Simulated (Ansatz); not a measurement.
# GeNO (quartet): from Hartree-Fock to the top rungs, cc-pVDZ

One table from this session's results is given with a row withheld; the runs are named, their logs left out.

Program: Ansatz 0.2.0, Gaussian basis. Level of theory: cc-pVDZ, core rule «outside noble gas», up to 16 orbitals frozen. These are calculated values, not measurements.

To be run: UHF; CCSD(T) on ROHF; CCSD(T) on UHF; BCCD(T) on ROHF; CISD as a restricted active space (open shells left free, so some higher excitations enter); CCSDT(Q) on ROHF; CCSDT(Q) on UHF; CASSCF and MRCISD+Q, 13 electrons in 11 orbitals; CASSCF and NEVPT2, 13 electrons in 11 orbitals.

19 further runs of the same task are left out: 6 that didn't finish, 13 set aside as unsound or not needed. Runs told in other sessions of the task aren't counted.

**The geometry**

The geometry is a PBE0/def2-TZVP stationary point (not a proven minimum) of the parent state, kept for this charge and spin. No spin-orbit coupling is included. The filled d shell of Ge may be among the frozen orbitals whatever the setting's name suggests.

3 atoms, charge 0, spin multiplicity 4.

Atoms are counted from 1 here; the program's logs count them from 0.

Bond lengths: Ge1–N2 1.737 Å, N2–O3 1.189 Å. Angles: Ge1–N2–O3 180.0°.

Set-up of the first run:

Contents of in.yaml:

```yaml
crystal:
  periodic: [false, false, false]
  atoms:
    - {symbol: Ge, position_ang: [0.000000, 0.000000, 1.554600]}
    - {symbol: N, position_ang: [0.000000, 0.000000, -0.182700]}
    - {symbol: O, position_ang: [0.000000, 0.000000, -1.371900]}
basis:
  gaussian: {orbitals: cc-pVDZ}
magnetization: {spin_polarized: true, initial_magnetization: 3}
hamiltonian: {xc: hf}
output: {orbitals: {seedname: orbitals}}
```

Started as:

```bash
$ ansatz run in.yaml --threads 1 --pin off --events-out ev --progress --plain --max-ram 2393MiB
```

Among the steps run: UHF; CCSD(T) on ROHF; CCSD(T) on UHF; BCCD(T) on ROHF; CISD as a restricted active space (open shells left free, so some higher excitations enter); CCSDT(Q) on ROHF; CCSDT(Q) on UHF; CASSCF and MRCISD+Q, 13 electrons in 11 orbitals; CASSCF and NEVPT2, 13 electrons in 11 orbitals.

One of the session's tables, all rows but one given; the rest of the session is left out.

| method | from UCCSDT(Q) (meV) |
| --- | --- |
| ROHF | +11502.3 |
| UHF | +10984.9 |
| RMP2 | +738.4 |
| UMP2 | +1020.0 |
| RCCSD | +451.9 |
| UCCSD | +422.4 |
| RCCSD(T) | +76.5 |
| UCCSD(T) | +74.2 |
| BCCD(T) | ? |
| RCCSDT | +57.5 |
| UCCSDT | +49.5 |
| RCCSDT(Q) | +7.3 |
| UCCSDT(Q) | 0 |
| CASSCF valence | +8040.7 |
| NEVPT2 valence | +1364.4 |
| MRCISD valence | +764.7 |
| MRCISD+Q valence | +130.9 |

**Question.** Estimate the row for BCCD(T).

As computed: from UCCSDT(Q) (meV): +76.7. In the column «from UCCSDT(Q) (meV)» it lies between RCCSD(T) (+76.5) and MRCISD+Q valence (+130.9).

Not comparable, so not listed: CISD as a restricted active space (open shells left free, so some higher excitations enter) (they don't share determinant, frozen orbitals or solution with the rows shown, or repeat one).

Limits of these values: Restricted and unrestricted rows rest on different reference determinants; a gap between their highest levels can come from leftover correlation error, from unlike frozen cores or from another state.
